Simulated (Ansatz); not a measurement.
**CH₇FGeSi: one species, many methods**

An exercise on one series of results from a longer session: the logs are not shown, and one member is left open.

The runs use Ansatz 0.2.0, Gaussian basis; functionals in def2-TZVPP, the program's frozen cores in correlated methods.

The runs, in order: LDA (SPW92), PBE-D4, revPBE-D4, BLYP-D4, r2SCAN-D4, B97M-V, PBE0-D4, B3LYP-D4, r2SCANh-D4, r2SCAN0-D4, HSE06-D4, BHLYP-D4, CAM-B3LYP-D4, LC-ωPBE, ωB97X-V, ωB97M-V, B2PLYP, PBE-QIDH; CCSD(T)/def2-SVP; CCSD(T)/def2-TZVPP; MP2/def2-QZVPP; extrapolation to the limit; RPA on PBE.

### The relaxed structure

All runs share one geometry, relaxed beforehand with PBE0-D4 in a triple-zeta def2 set.

11 atoms, charge 0, spin multiplicity 1.

Atoms are counted from 1 here; the program's logs count them from 0.

Bond lengths: C1–Si2 1.858 Å, C1–H5 1.094 Å, C1–H6 1.093 Å, C1–H7 1.092 Å, Si2–F3 1.609 Å, Si2–Ge4 2.383 Å, Si2–H8 1.488 Å, Ge4–H9 1.540 Å, Ge4–H10 1.539 Å, Ge4–H11 1.537 Å. Angles: Si2–C1–H5 110.0°, Si2–C1–H6 110.7°, Si2–C1–H7 111.3°, H5–C1–H6 108.1°, H5–C1–H7 108.2°, H6–C1–H7 108.5°, C1–Si2–F3 108.8°, C1–Si2–Ge4 112.3°, C1–Si2–H8 110.4°, F3–Si2–Ge4 108.2°, F3–Si2–H8 106.8°, Ge4–Si2–H8 110.2°, Si2–Ge4–H9 109.7°, Si2–Ge4–H10 111.0°, Si2–Ge4–H11 111.6°, H9–Ge4–H10 107.9°, H9–Ge4–H11 108.1°, H10–Ge4–H11 108.4°.

Set-up of the first run:

File in.yaml:

```yaml
crystal:
  periodic: [false, false, false]
  atoms:
    - {symbol: C, position_ang: [0.198447, 1.571456, 0.734901]}
    - {symbol: Si, position_ang: [0.401263, -0.275595, 0.712749]}
    - {symbol: F, position_ang: [1.971468, -0.625050, 0.762896]}
    - {symbol: Ge, position_ang: [-0.519024, -1.264515, -1.249847]}
    - {symbol: H, position_ang: [-0.864060, 1.830545, 0.743431]}
    - {symbol: H, position_ang: [0.660227, 1.999843, 1.627930]}
    - {symbol: H, position_ang: [0.653816, 2.031474, -0.144715]}
    - {symbol: H, position_ang: [-0.212370, -0.878886, 1.927136]}
    - {symbol: H, position_ang: [-2.033632, -0.990539, -1.307194]}
    - {symbol: H, position_ang: [0.117116, -0.668878, -2.517995]}
    - {symbol: H, position_ang: [-0.307952, -2.786855, -1.268794]}
basis:
  gaussian: {orbitals: def2-TZVPP}
hamiltonian: {xc: lda}
output: {orbitals: {seedname: orbitals}}
```

Started as:

```sh
$ ansatz run in.yaml --threads 4 --pin off --events-out ev --progress --plain --max-ram 10444MiB
```

Among the steps run: LDA; PBE-D4 (GGA); revPBE-D4 (GGA); BLYP-D4 (GGA); r2SCAN-D4 (meta-GGA); B97M-V (meta-GGA); PBE0-D4 (hybrid); B3LYP-D4 (hybrid); r2SCANh-D4 (hybrid); r2SCAN0-D4 (hybrid); HSE06-D4 (hybrid); BHLYP-D4 (hybrid); CAM-B3LYP-D4 (range-separated); LC-ωPBE (range-separated); ωB97X-V (range-separated); ωB97M-V (range-separated); B2PLYP (double hybrid); PBE-QIDH (double hybrid).

One table of the session follows, with a row left open; its other results are not shown here.

It belongs to the step «Frontier levels by functional». 

```
  functional  HOMO (eV)  gap (eV)
 LDA (SPW92)      -6.94      5.80
      PBE-D4      -6.84      5.93
   revPBE-D4      -6.80      5.99
     BLYP-D4      -6.73      5.96
   r2SCAN-D4      -7.13      6.52
      B97M-V      -7.22      6.47
     PBE0-D4      -8.01      7.94
    B3LYP-D4      -7.82      7.56
  r2SCANh-D4      -7.55      7.24
  r2SCAN0-D4      -8.19      8.30
    HSE06-D4          ?         ?
    BHLYP-D4      -9.09      9.93
CAM-B3LYP-D4      -9.30     10.28
     LC-ωPBE     -10.58     12.71
     ωB97X-V     -10.27     12.26
     ωB97M-V     -10.06     11.78
```

**Question.** Estimate the row for HSE06-D4.

The run gave: HOMO (eV): -7.62; gap (eV): 7.17. In the column «HOMO (eV)» it lies between B3LYP-D4 (-7.82) and r2SCANh-D4 (-7.55).
